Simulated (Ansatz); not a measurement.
Born–Oppenheimer molecular dynamics of a periodic cell of 26 atoms, LiVP$_{2}$HO$_{8}$ (host LiVP2HO8, host structure P2_1). It goes on from the last frame of an earlier run, with new velocities.

All numbers below come from Ansatz, DFT PBEsol, scalar-relativistic, plane waves, PAW. Settings: cutoff 420 eV, k mesh 2x1x1, fermi-dirac smearing 0.05 eV, spin collinear.

```yaml
ensemble: NVT, Langevin thermostat
time_step: 0.5 fs
steps_asked: 70
set_temperature: 800 K
friction: 0.01 /fs
seed: 919452
```

Frames 2.5 fs apart, positions in Å, forces in eV/Å.

Velocities at 10.0 fs (Å/ps):

```
Li 7.69 -4.04 -2.41
Li 4.36 15.18 4.98
V -1.51 0.55 -5.86
V -5.66 1.58 -2.09
H -7.44 14.90 5.15
H 4.83 0.32 3.79
P 9.23 -0.78 -1.94
P -9.57 3.60 -1.50
P 0.52 0.21 -2.20
P -0.46 -4.34 -3.34
O 3.67 -8.50 0.64
O 9.02 -8.76 -3.79
O 4.03 4.70 -8.68
O 4.19 7.47 -1.50
O -0.49 -11.39 -1.94
O 5.44 3.82 -0.42
O 1.03 -0.08 8.83
O -11.07 1.32 9.78
O 1.92 -4.09 5.38
O 2.75 3.01 3.38
O 2.43 6.36 5.87
O -10.64 -2.48 -4.85
O 8.22 -4.38 -4.68
O 5.81 5.59 0.59
O 5.48 1.12 1.23
O -3.47 -7.20 0.48
```

```xyz
26
Lattice="4.8748 0.0000 0.0000 0.0000 8.0124 0.0000 -1.9413 0.0000 7.2247" Properties=species:S:1:pos:R:3:forces:R:3 time_fs=10.0 energy_less_start_eV=0.382 T=583
Li 3.457 2.983 2.676 -0.32 -0.16 0.56
Li -0.506 6.772 3.916 -0.05 -0.19 0.75
V -0.238 3.951 5.477 0.46 -1.62 0.66
V 3.030 7.938 1.718 0.49 -0.39 -1.22
H 0.920 4.050 1.758 0.32 0.01 0.49
H 2.097 0.320 5.514 0.26 -0.39 -0.71
P 4.253 2.732 0.114 1.45 2.38 -3.53
P -1.352 6.767 6.978 -1.46 0.18 1.63
P 0.822 1.085 3.636 0.59 1.02 1.90
P 2.061 5.121 3.537 -1.25 -2.02 -0.39
O 3.110 4.312 4.333 0.10 0.55 -0.12
O 3.679 1.443 0.499 -1.36 -3.48 1.38
O 4.171 6.674 0.786 1.66 -0.04 -1.80
O -0.297 3.591 1.302 0.53 0.23 0.31
O -0.153 0.199 2.790 0.10 0.82 0.83
O 0.198 2.444 4.070 -0.21 -0.34 -0.59
O 3.268 7.645 5.761 1.24 -1.50 1.01
O -1.484 2.621 6.160 0.56 0.31 2.04
O 0.727 5.292 4.330 0.48 -0.07 -0.14
O 1.274 0.253 4.879 -2.65 0.40 -0.94
O -0.658 5.386 6.712 -1.14 0.60 -0.39
O 1.615 7.489 0.715 1.00 0.71 0.60
O 1.858 4.274 2.245 -0.36 -0.47 -0.09
O 2.146 1.359 2.872 0.37 -0.55 -1.44
O 2.630 6.401 3.050 1.26 3.10 -0.32
O 1.229 3.464 6.441 -2.10 0.92 -0.47
26
Lattice="4.8748 0.0000 0.0000 0.0000 8.0124 0.0000 -1.9413 0.0000 7.2247" Properties=species:S:1:pos:R:3:forces:R:3 time_fs=12.5 energy_less_start_eV=0.206 T=633
Li 3.473 2.968 2.673 -0.28 -0.13 0.49
Li -0.496 6.808 3.932 -0.09 -0.37 0.86
V -0.240 3.953 5.463 0.74 -1.41 1.15
V 3.018 7.941 1.712 0.34 -0.43 -1.50
H 0.920 4.079 1.782 0.27 -0.20 0.17
H 2.134 0.310 5.488 0.15 -0.43 -0.67
P 4.277 2.729 0.106 0.04 2.00 -1.94
P -1.376 6.778 6.977 -0.85 -0.79 2.22
P 0.824 1.087 3.631 0.76 0.71 1.85
P 2.059 5.109 3.528 -0.31 -1.03 -0.23
O 3.121 4.291 4.334 -0.35 0.88 -0.46
O 3.699 1.419 0.490 -1.02 -2.42 1.32
O 4.183 6.687 0.762 0.94 -0.12 -1.38
O -0.285 3.612 1.298 0.20 -0.28 -0.03
O -0.152 0.171 2.787 0.48 1.41 1.01
O 0.209 2.452 4.069 -0.28 -0.56 -0.73
O 3.271 7.644 5.781 0.93 -0.62 -0.29
O -1.508 2.627 6.189 1.70 0.11 0.86
O 0.733 5.284 4.341 0.70 0.01 -0.46
O 1.273 0.258 4.887 -2.58 0.57 -1.19
O -0.660 5.407 6.722 -1.11 0.25 -0.72
O 1.594 7.483 0.707 1.73 1.12 1.15
O 1.877 4.264 2.236 -0.46 -0.26 0.10
O 2.161 1.371 2.870 -0.03 -0.73 -1.28
O 2.648 6.413 3.048 0.66 1.81 0.14
O 1.217 3.449 6.442 -2.26 0.91 -0.43
26
Lattice="4.8748 0.0000 0.0000 0.0000 8.0124 0.0000 -1.9413 0.0000 7.2247" Properties=species:S:1:pos:R:3:forces:R:3 time_fs=15.0 energy_less_start_eV=0.168 T=654
Li 3.488 2.949 2.674 -0.21 -0.09 0.40
Li -0.489 6.849 3.953 -0.14 -0.56 0.97
V -0.240 3.952 5.453 0.91 -1.17 1.54
V 3.010 7.942 1.703 0.21 -0.42 -1.69
H 0.949 4.082 1.812 -0.20 -0.32 -0.26
H 2.186 0.283 5.404 0.02 -0.49 -0.39
P 4.300 2.732 0.095 -1.98 1.38 0.29
P -1.401 6.788 6.978 0.09 -1.67 2.66
P 0.825 1.089 3.628 0.86 0.59 1.32
P 2.053 5.092 3.522 0.85 0.47 -0.12
O 3.135 4.272 4.332 -0.90 1.18 -0.85
O 3.718 1.388 0.485 -0.56 -1.01 1.07
O 4.196 6.695 0.731 -0.05 -0.21 -0.67
O -0.277 3.637 1.292 -0.13 -0.82 -0.37
O -0.152 0.148 2.783 0.80 1.94 1.10
O 0.216 2.458 4.068 -0.29 -0.75 -0.88
O 3.278 7.644 5.801 0.64 0.38 -1.76
O -1.520 2.637 6.222 3.04 -0.12 -0.79
O 0.737 5.278 4.352 0.96 0.09 -0.80
O 1.262 0.264 4.886 -2.22 0.57 -1.14
O -0.664 5.429 6.729 -1.03 -0.10 -0.95
O 1.582 7.479 0.709 2.18 1.37 1.43
O 1.896 4.256 2.227 -0.14 -0.10 0.35
O 2.179 1.384 2.865 -0.53 -0.90 -0.99
O 2.674 6.435 3.041 -0.16 0.04 0.75
O 1.197 3.438 6.438 -2.00 0.74 -0.23
26
Lattice="4.8748 0.0000 0.0000 0.0000 8.0124 0.0000 -1.9413 0.0000 7.2247" Properties=species:S:1:pos:R:3:forces:R:3 time_fs=17.5 energy_less_start_eV=0.336 T=604
Li 3.505 2.930 2.675 -0.18 -0.04 0.34
Li -0.482 6.892 3.975 -0.20 -0.74 1.06
V -0.237 3.947 5.447 0.76 -0.81 1.58
V 2.999 7.944 1.692 0.19 -0.38 -1.61
H 0.957 4.076 1.830 -0.25 -0.36 -0.47
H 2.236 0.233 5.304 -0.27 -0.54 -0.03
P 4.315 2.737 0.082 -3.85 0.71 2.42
P -1.422 6.793 6.983 1.35 -2.04 2.36
P 0.829 1.093 3.630 0.68 0.54 0.47
P 2.045 5.074 3.518 1.79 1.49 -0.27
O 3.147 4.256 4.323 -1.24 1.35 -0.98
O 3.741 1.352 0.486 -0.17 0.41 0.69
O 4.212 6.703 0.698 -1.50 -0.36 0.45
O -0.272 3.658 1.285 -0.41 -1.22 -0.69
O -0.154 0.136 2.780 1.03 2.38 1.14
O 0.225 2.469 4.064 -0.27 -0.92 -0.95
O 3.286 7.645 5.816 0.42 1.16 -2.89
O -1.514 2.649 6.252 4.06 -0.31 -2.31
O 0.742 5.271 4.361 1.11 0.15 -1.01
O 1.246 0.271 4.881 -1.46 0.42 -0.75
O -0.672 5.454 6.731 -0.83 -0.55 -1.11
O 1.577 7.479 0.718 2.34 1.45 1.41
O 1.914 4.248 2.214 -0.28 0.04 0.49
O 2.189 1.395 2.855 -0.85 -1.02 -0.73
O 2.695 6.457 3.028 -0.76 -1.21 1.21
O 1.165 3.428 6.431 -1.21 0.40 0.17
26
Lattice="4.8748 0.0000 0.0000 0.0000 8.0124 0.0000 -1.9413 0.0000 7.2247" Properties=species:S:1:pos:R:3:forces:R:3 time_fs=20.0 energy_less_start_eV=0.487 T=587
Li 3.521 2.905 2.680 -0.18 0.02 0.32
Li -0.475 6.936 4.005 -0.23 -0.85 1.10
V -0.235 3.940 5.441 0.44 -0.45 1.29
V 2.989 7.946 1.678 0.36 -0.32 -1.25
H 0.952 4.068 1.830 0.04 -0.31 -0.46
H 2.274 0.158 5.188 -0.61 -0.45 0.47
P 4.321 2.744 0.074 -4.75 0.00 3.24
P -1.440 6.794 6.994 2.70 -1.49 0.90
P 0.837 1.098 3.631 0.19 0.63 -0.38
P 2.041 5.061 3.514 2.37 2.05 -0.56
O 3.148 4.245 4.312 -1.25 1.37 -0.90
O 3.764 1.318 0.490 0.07 1.58 0.30
O 4.218 6.710 0.670 -2.97 -0.50 1.68
O -0.269 3.669 1.278 -0.61 -1.34 -0.79
O -0.153 0.137 2.784 1.04 2.53 1.00
O 0.229 2.475 4.057 -0.26 -0.91 -0.92
O 3.294 7.648 5.818 0.37 1.20 -2.99
O -1.496 2.654 6.274 4.09 -0.37 -2.87
O 0.754 5.270 4.363 0.94 0.16 -0.98
O 1.228 0.276 4.869 -0.51 0.07 -0.17
O -0.679 5.479 6.729 -0.57 -1.04 -1.13
O 1.581 7.485 0.733 1.99 1.30 1.07
O 1.929 4.242 2.204 -0.70 0.07 0.42
O 2.188 1.401 2.843 -0.83 -1.03 -0.60
O 2.712 6.477 3.015 -1.07 -1.91 1.49
O 1.123 3.420 6.419 -0.04 0.00 0.74
26
Lattice="4.8748 0.0000 0.0000 0.0000 8.0124 0.0000 -1.9413 0.0000 7.2247" Properties=species:S:1:pos:R:3:forces:R:3 time_fs=22.5 energy_less_start_eV=0.500 T=586
Li 3.534 2.878 2.695 -0.22 0.08 0.31
Li -0.470 6.975 4.040 -0.26 -0.90 1.09
V -0.233 3.932 5.435 -0.05 -0.08 0.71
V 2.981 7.948 1.663 0.74 -0.22 -0.59
H 0.930 4.054 1.802 0.62 -0.16 -0.18
H 2.273 0.065 5.093 -0.73 -0.18 0.89
P 4.323 2.749 0.073 -4.39 -0.90 2.47
P -1.452 6.789 7.007 3.50 -0.21 -0.84
P 0.845 1.103 3.632 -0.24 0.65 -1.25
P 2.042 5.056 3.511 2.70 2.22 -1.06
O 3.144 4.239 4.300 -0.95 1.24 -0.62
O 3.789 1.289 0.495 0.21 2.48 -0.05
O 4.208 6.715 0.648 -3.78 -0.60 2.45
O -0.271 3.673 1.271 -0.61 -1.13 -0.58
O -0.149 0.145 2.794 0.89 2.48 0.75
O 0.233 2.476 4.044 -0.31 -0.66 -0.75
O 3.304 7.656 5.811 0.36 0.63 -2.19
O -1.464 2.655 6.286 2.92 -0.31 -2.20
O 0.773 5.268 4.361 0.46 0.18 -0.67
O 1.210 0.281 4.857 0.25 -0.42 0.47
O -0.685 5.504 6.725 -0.22 -1.62 -1.05
O 1.591 7.497 0.759 1.09 0.89 0.37
O 1.939 4.240 2.200 -1.41 -0.05 0.08
O 2.180 1.404 2.823 -0.68 -0.99 -0.47
O 2.719 6.489 3.010 -1.12 -2.10 1.59
O 1.082 3.407 6.410 1.23 -0.33 1.34
26
Lattice="4.8748 0.0000 0.0000 0.0000 8.0124 0.0000 -1.9413 0.0000 7.2247" Properties=species:S:1:pos:R:3:forces:R:3 time_fs=25.0 energy_less_start_eV=0.373 T=626
Li 3.544 2.858 2.712 -0.23 0.11 0.28
Li -0.476 7.004 4.079 -0.25 -0.82 0.97
V -0.227 3.924 5.429 -0.60 0.19 0.06
V 2.974 7.950 1.649 1.52 0.02 0.26
H 0.961 4.037 1.751 0.59 0.02 0.18
H 2.227 -0.029 5.057 -0.51 0.19 0.97
P 4.315 2.755 0.075 -2.84 -1.68 0.90
P -1.458 6.782 7.016 3.00 1.17 -1.64
P 0.853 1.109 3.634 -0.66 0.71 -2.12
P 2.050 5.055 3.508 2.70 2.27 -1.61
O 3.144 4.241 4.288 -0.64 1.05 -0.39
O 3.813 1.266 0.495 0.24 3.04 -0.31
O 4.179 6.719 0.634 -3.11 -0.62 2.14
O -0.273 3.670 1.267 -0.64 -0.96 -0.53
O -0.142 0.158 2.804 0.65 2.26 0.57
O 0.235 2.478 4.030 -0.33 -0.39 -0.52
O 3.316 7.662 5.792 0.26 -0.13 -1.01
O -1.417 2.655 6.289 0.70 -0.23 -0.66
O 0.794 5.265 4.355 -0.03 0.20 -0.30
O 1.194 0.288 4.845 0.60 -0.98 1.30
O -0.696 5.522 6.716 0.16 -2.14 -0.89
O 1.607 7.513 0.790 -0.36 0.27 -0.66
O 1.942 4.237 2.196 -1.28 -0.11 -0.09
O 2.167 1.399 2.804 -0.39 -0.82 -0.38
O 2.717 6.491 3.006 -1.05 -2.09 1.63
O 1.041 3.387 6.408 2.48 -0.54 1.84
26
Lattice="4.8748 0.0000 0.0000 0.0000 8.0124 0.0000 -1.9413 0.0000 7.2247" Properties=species:S:1:pos:R:3:forces:R:3 time_fs=27.5 energy_less_start_eV=0.294 T=651
Li 3.550 2.837 2.728 -0.20 0.16 0.23
Li -0.491 7.025 4.118 -0.20 -0.69 0.79
V -0.224 3.917 5.425 -0.85 0.29 -0.42
V 2.968 7.953 1.639 2.52 0.32 1.06
H 1.047 4.014 1.690 -0.14 0.17 0.37
H 2.162 -0.100 5.094 -0.09 0.51 0.72
P 4.301 2.754 0.079 -1.18 -1.96 -0.48
P -1.461 6.772 7.019 1.63 2.26 -1.54
P 0.862 1.117 3.630 -0.89 0.58 -2.13
P 2.064 5.060 3.506 2.26 2.22 -2.21
O 3.140 4.247 4.274 -0.14 0.73 -0.12
O 3.837 1.259 0.488 0.10 3.00 -0.36
O 4.142 6.722 0.631 -1.50 -0.63 1.19
O -0.277 3.665 1.259 -0.72 -0.84 -0.51
O -0.131 0.176 2.820 0.26 1.90 0.26
O 0.234 2.482 4.015 -0.23 -0.25 -0.33
O 3.324 7.666 5.774 0.13 -0.75 0.08
O -1.365 2.655 6.289 -1.37 -0.22 0.60
O 0.818 5.260 4.351 -0.50 0.27 0.01
O 1.182 0.290 4.838 0.48 -1.07 1.68
O -0.707 5.531 6.699 0.47 -2.47 -0.68
O 1.624 7.529 0.818 -1.91 -0.37 -1.68
O 1.937 4.231 2.192 -0.22 0.01 0.15
O 2.155 1.394 2.781 -0.08 -0.61 -0.30
O 2.716 6.488 3.002 -0.94 -1.99 1.58
O 1.009 3.366 6.415 3.29 -0.58 2.03
```

Of the whole run (35 fs, mean temperature of the second half 599 K): The mean temperature of the second half is 25 % below the set value. A run of 0.035 ps of so small a system gives no equilibrium averages. No Hubbard correction was used and the magnetic state wasn't searched. Limits of this set-up: coarse k mesh.

Time of the run: 9.3 min on 1 thread of Arm Neoverse V2, on a shared host, peak memory 0.66 GiB.
